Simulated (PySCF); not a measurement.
# C5H5NO3: magnetic properties

What do calculations give for the magnetic properties of C5H5NO3 (`O=C/N=C\[C@H]1OCC1=O`)?

Programs: PySCF 2.14.0, with routines of our own; each step states its level. All values are computed. Atoms count from 0.

### 1 The system as given

14 atoms, charge 0, multiplicity 1; geometry from: GFN2-xTB.

### 2 Magnetic properties: GIAO B3LYP/pcSseg-1

What the job is given:

```
{"job": {"kind": "mag", "xc": "B3LYP", "basis": "pcSseg-1", "isotopologues": 0}, "charge": 0, "multiplicity": 1}
O      1.549729     0.382335    -1.568035
C      1.921616     0.103989    -0.458890
N      1.583070    -1.013417     0.234824
C      0.628315    -1.248357     1.004092
C     -0.419986    -0.227382     1.338545
O     -0.094545     1.080769     0.869623
C     -1.125640     1.076177    -0.126736
C     -1.606241    -0.262972     0.363603
O     -2.485530    -1.027691     0.136139
H      2.734748     0.651432     0.058498
H      0.523116    -2.232638     1.444944
H     -0.677379    -0.253708     2.401253
H     -1.819772     1.912173    -0.018883
H     -0.712180     1.058816    -1.141091
```

Method: GIAO B3LYP/pcSseg-1 magnetisability, rotational g tensor and spin-rotation constants, non-relativistic, gas phase.

On the command line:

```bash
> OMP_NUM_THREADS=1 python excited_run.py task.json out
```

This one command runs all jobs of the session in turn.

Output:

```text
coarse grid: 12856 points
cycle   1  E = -473.4406181678  dE =  1.897e+00  |g| = 1.270e+00  |ddm| = 3.544e+00
cycle   2  E = -471.3454966641  dE =  2.095e+00  |g| = 3.327e+00  |ddm| = 3.809e+00
cycle   3  E = -473.6702282102  dE = -2.325e+00  |g| = 5.682e-01  |ddm| = 3.242e+00
cycle   4  E = -473.7296626063  dE = -5.943e-02  |g| = 2.681e-01  |ddm| = 6.405e-01
cycle   5  E = -473.7392694682  dE = -9.607e-03  |g| = 1.269e-01  |ddm| = 2.113e-01
cycle   6  E = -473.7426457820  dE = -3.376e-03  |g| = 2.929e-02  |ddm| = 1.007e-01
cycle   7  E = -473.7427995867  dE = -1.538e-04  |g| = 1.170e-02  |ddm| = 2.467e-02
cycle   8  E = -473.7428233051  dE = -2.372e-05  |g| = 3.263e-03  |ddm| = 9.427e-03
cycle   9  E = -473.7428254715  dE = -2.166e-06  |g| = 1.004e-03  |ddm| = 3.650e-03
final grid: 127520 points
cycle  10  E = -473.8443113294  dE = -3.120e-05  |g| = 8.197e-03  |ddm| = 2.402e-02
cycle  11  E = -473.8442735094  dE =  3.782e-05  |g| = 1.639e-02  |ddm| = 1.568e-02
cycle  12  E = -473.8443241096  dE = -5.060e-05  |g| = 2.097e-03  |ddm| = 1.154e-02
cycle  13  E = -473.8443249243  dE = -8.147e-07  |g| = 3.502e-04  |ddm| = 1.673e-03
cycle  14  E = -473.8443249401  dE = -1.581e-08  |g| = 1.855e-04  |ddm| = 3.767e-04
cycle  15  E = -473.8443249462  dE = -6.127e-09  |g| = 5.179e-05  |ddm| = 1.531e-04
cycle  16  E = -473.8443249467  dE = -4.502e-10  |g| = 2.137e-05  |ddm| = 4.396e-05
converged SCF energy = -473.8443249467

Magnetisability tensor (1e-30 J/T^2)
     -778.83      109.99      -45.50
      109.99     -765.47      -36.96
      -45.50      -36.96     -810.94
isotropic -785.08   principal values    -883.41   -829.88   -641.96
isotropic susceptibility -47.279 1e-6 cm^3/mol

Inertial axes            a          b          c
rot. const./GHz      2.8849     1.3951     1.2366
chi total           -44.675    -47.902    -49.260
chi diamagnetic    -503.281   -900.152  -1016.945
chi paramagnetic    458.607    852.250    967.684
quadrupole/D A       -6.344      8.721     -2.377
g nuclear            0.5593     0.5248     0.5368
g electronic        -0.6216    -0.5586    -0.5622
g total             -0.0623    -0.0338    -0.0254

Spin-rotation constants (kHz, H = +C I.J)
atom  isotope        aa         bb         cc
  2    14N        0.701      0.374      0.136
  9     1H        0.009     -0.112      0.027
 10     1H       -0.258      0.113     -0.125
 11     1H       -0.162     -0.108     -0.007
 12     1H       -0.146     -0.005     -0.108
 13     1H       -0.110     -0.078     -0.037
  0    17O*      -0.667     -0.837     -0.573
  1    13C*       1.120      0.529      0.465
  3    13C*       1.031      0.627      0.308
  4    13C*       0.915      0.342      0.362
  5    17O*      -0.219     -0.047     -0.122
  6    13C*       0.783      0.374      0.308
  7    13C*       1.070      0.750      0.477
  8    17O*      -1.632     -0.908     -0.654
* in the singly substituted isotopologue
```

Wall time 45 s (1 thread of Arm Neoverse N1, shared host); peak memory 0.79 GiB.

Key values:

```
              quantity                      value
       magnetisability            -785·10⁻³⁰ J/T²
  molar susceptibility         -47.3·10⁻⁶ cm³/mol
rotational g (a, b, c)  -0.0623, -0.0338, -0.0254
```

### 3 Magnetic properties: GIAO B3LYP/pcSseg-0

The job, as its differences from that of step 2:

```diff
@@ -1,2 +1,2 @@
-{"job": {"kind": "mag", "xc": "B3LYP", "basis": "pcSseg-1", "isotopologues": 0}, "charge": 0, "multiplicity": 1}
+{"job": {"kind": "mag", "xc": "B3LYP", "basis": "pcSseg-0", "scf": {"guess": "sap"}}, "charge": 0, "multiplicity": 1}
 O      1.549729     0.382335    -1.568035
```

With the program's defaults for keys left out, this is: GIAO B3LYP/pcSseg-0 magnetisability, rotational g tensor and spin-rotation constants, non-relativistic, gas phase.

Output:

```text
final grid: 127520 points
cycle   1  E = -449.1743952440  dE =  1.887e+01  |g| = 8.118e+00  |ddm| = 3.455e+01
cycle   2  E = -367.6950637812  dE =  8.148e+01  |g| = 1.211e+01  |ddm| = 5.338e+01
cycle   3  E = -455.4510681716  dE = -8.776e+01  |g| = 6.549e+00  |ddm| = 4.252e+01
cycle   4  E = -460.5664752561  dE = -5.115e+00  |g| = 4.690e+00  |ddm| = 1.938e+01
cycle   5  E = -457.4001812433  dE =  3.166e+00  |g| = 5.204e+00  |ddm| = 2.488e+01
cycle   6  E = -469.1910833754  dE = -1.179e+01  |g| = 3.393e+00  |ddm| = 1.740e+01
cycle   7  E = -472.0066313964  dE = -2.816e+00  |g| = 1.741e+00  |ddm| = 4.249e+00
cycle   8  E = -472.2109376969  dE = -2.043e-01  |g| = 1.393e+00  |ddm| = 2.077e+00
cycle   9  E = -472.6138186735  dE = -4.029e-01  |g| = 6.885e-01  |ddm| = 1.416e+00
cycle  10  E = -472.7049963269  dE = -9.118e-02  |g| = 4.871e-01  |ddm| = 9.673e-01
cycle  11  E = -472.7553760632  dE = -5.038e-02  |g| = 1.552e-01  |ddm| = 6.097e-01
cycle  12  E = -472.7590292638  dE = -3.653e-03  |g| = 1.052e-01  |ddm| = 2.122e-01
cycle  13  E = -472.7617163113  dE = -2.687e-03  |g| = 3.676e-02  |ddm| = 1.775e-01
cycle  14  E = -472.7619805544  dE = -2.642e-04  |g| = 1.464e-02  |ddm| = 4.949e-02
cycle  15  E = -472.7620158839  dE = -3.533e-05  |g| = 8.204e-03  |ddm| = 2.725e-02
cycle  16  E = -472.7620319788  dE = -1.609e-05  |g| = 1.558e-03  |ddm| = 1.230e-02
cycle  17  E = -472.7620323428  dE = -3.640e-07  |g| = 8.893e-04  |ddm| = 2.407e-03
cycle  18  E = -472.7620324996  dE = -1.568e-07  |g| = 1.179e-04  |ddm| = 1.014e-03
cycle  19  E = -472.7620325023  dE = -2.707e-09  |g| = 7.634e-05  |ddm| = 2.894e-04
cycle  20  E = -472.7620325033  dE = -1.064e-09  |g| = 3.625e-05  |ddm| = 1.189e-04
cycle  21  E = -472.7620325036  dE = -2.699e-10  |g| = 6.399e-06  |ddm| = 4.746e-05
converged SCF energy = -472.7620325036

Magnetisability tensor (1e-30 J/T^2)
     -788.71      122.37      -54.52
      122.37     -798.25      -27.32
      -54.52      -27.32     -826.52
isotropic -804.49   principal values    -920.04   -841.93   -651.51
isotropic susceptibility -48.448 1e-6 cm^3/mol

Inertial axes            a          b          c
rot. const./GHz      2.8849     1.3951     1.2366
chi total           -44.943    -50.395    -50.004
chi diamagnetic    -504.592   -901.169  -1017.667
chi paramagnetic    459.648    850.773    967.662
quadrupole/D A       -5.844      8.722     -2.877
g nuclear            0.5593     0.5248     0.5368
g electronic        -0.6230    -0.5576    -0.5622
g total             -0.0637    -0.0328    -0.0254

Spin-rotation constants (kHz, H = +C I.J)
atom  isotope        aa         bb         cc
  2    14N        0.741      0.388      0.134
  9     1H       -0.019     -0.115      0.016
 10     1H       -0.273      0.101     -0.137
 11     1H       -0.188     -0.116     -0.021
 12     1H       -0.172     -0.019     -0.114
 13     1H       -0.126     -0.090     -0.049
  0    17O*      -0.643     -0.901     -0.614
  1    13C*       1.097      0.522      0.457
  3    13C*       1.023      0.608      0.293
  4    13C*       0.901      0.335      0.354
  5    17O*      -0.189     -0.014     -0.109
  6    13C*       0.762      0.358      0.301
  7    13C*       1.053      0.763      0.472
  8    17O*      -1.802     -0.983     -0.729
* in the singly substituted isotopologue
```

Run time: 25 s. Hardware: 1 thread of Arm Neoverse N1, shared host; peak memory 0.56 GiB.

From this job:

```
              quantity                      value
       magnetisability            -804·10⁻³⁰ J/T²
  molar susceptibility         -48.4·10⁻⁶ cm³/mol
rotational g (a, b, c)  -0.0637, -0.0328, -0.0254
```

### 4 The levels compared

```
              level  ξ (10⁻³⁰ J/T²)     g(a)     g(b)  gap (eV)  functions  time
GIAO B3LYP/pcSseg-1            -785  -0.0623  -0.0338      5.29        178  45 s
GIAO B3LYP/pcSseg-0            -804  -0.0637  -0.0328      5.03         91  25 s
```

### 5 What came out

```
                                            quantity                      value
       magnetisability (step 2, GIAO B3LYP/pcSseg-1)            -785·10⁻³⁰ J/T²
  molar susceptibility (step 2, GIAO B3LYP/pcSseg-1)         -47.3·10⁻⁶ cm³/mol
rotational g (a, b, c) (step 2, GIAO B3LYP/pcSseg-1)  -0.0623, -0.0338, -0.0254
                     magnetisability over the levels    -804 to -785·10⁻³⁰ J/T²
```

What this shows: The magnetisability spreads by 2.4 % over 2 levels, from GIAO B3LYP/pcSseg-0 (25 s) to GIAO B3LYP/pcSseg-1 (45 s); the runs took 25 s to 45 s. Two levels can agree by chance, so this spread shows no convergence. Vibrational averaging and real surroundings are missing from these values.
